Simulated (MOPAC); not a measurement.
# MNDO run of C2H3F3Sn (SMILES C=[CH][Sn]([F])([F])[F])

Wanted: a structure relaxation of C2H3F3Sn. 

The results are computed with MOPAC 23.2.5.

12 further runs of the same task are left out: 12 set aside as unsound or not needed.

## Step 1: Starting point

C2H3F3Sn: 9 atoms, total charge 0, spin state singlet. As SMILES, `C=[CH][Sn]([F])([F])[F]`. All atoms were displaced at random from a relaxed shape. The run starts from this shape.

Bond lengths: C1–C2 1.302 Å, C2–Sn3 2.058 Å, Sn3–F4 1.897 Å, Sn3–F5 1.905 Å, Sn3–F6 1.898 Å, C1–H7 1.101 Å, C1–H8 1.100 Å, C2–H9 1.090 Å. Some angles: C1–C2–Sn3 120.4°, C2–Sn3–F4 115.7°, C2–Sn3–F5 110.1°, C2–Sn3–F6 117.4°, F4–Sn3–F5 103.5°, F4–Sn3–F6 103.2°, F5–Sn3–F6 105.6°, C1–C2–H9 120.7°, Sn3–C2–H9 118.8°, C2–C1–H7 123.0°.

## Step 2: A geometry optimisation at MNDO

mol.mop

```
CYCLES=300 DISP GRADIENTS EF BONDS GNORM=0.05 MNDO AUX(PRECISION=9) THREADS=1


C      0.839168    -1.324959     0.526536
C     -0.081433    -0.444917     0.794857
Sn    -0.537327     1.032735    -0.563326
F     -2.330142     1.054240    -1.183808
F      0.480268     0.795133    -2.155977
F     -0.240342     2.829643    -0.030546
H      1.128801    -2.123772     1.227219
H      1.377500    -1.347631    -0.431971
H     -0.585397    -0.444081     1.761309
```

Launch:

```sh
$ mopac mol.mop
```

**Question.** What will come out? Wanted: total energy at the end; dipole moment; HOMO energy; LUMO energy; HOMO–LUMO gap; heat of formation.

Answer, from the run:

Level: MNDO.

| quantity | value |
| --- | --- |
| total energy at the end | -67.26271 Eh |
| dipole moment | 6.51 D |
| HOMO energy | -12.07 eV |
| LUMO energy | -2.50 eV |
| HOMO–LUMO gap | 9.58 eV |
| heat of formation | -92.9 kcal/mol |

What this shows: At the final geometry: Bond lengths: C1–C2 1.332 Å, C2–Sn3 2.047 Å, Sn3–F4 1.892 Å, Sn3–F5 1.893 Å, Sn3–F6 1.892 Å, C1–H7 1.093 Å, C1–H8 1.090 Å, C2–H9 1.087 Å. Some angles: C1–C2–Sn3 125.7°, C2–Sn3–F4 115.7°, C2–Sn3–F5 117.8°, C2–Sn3–F6 115.7°, F4–Sn3–F5 101.8°, F4–Sn3–F6 101.5°, F5–Sn3–F6 101.9°, C1–C2–H9 125.6°, Sn3–C2–H9 108.7°, C2–C1–H7 121.5°. The optimisation took 34 steps and changed the energy by -0.155 eV.
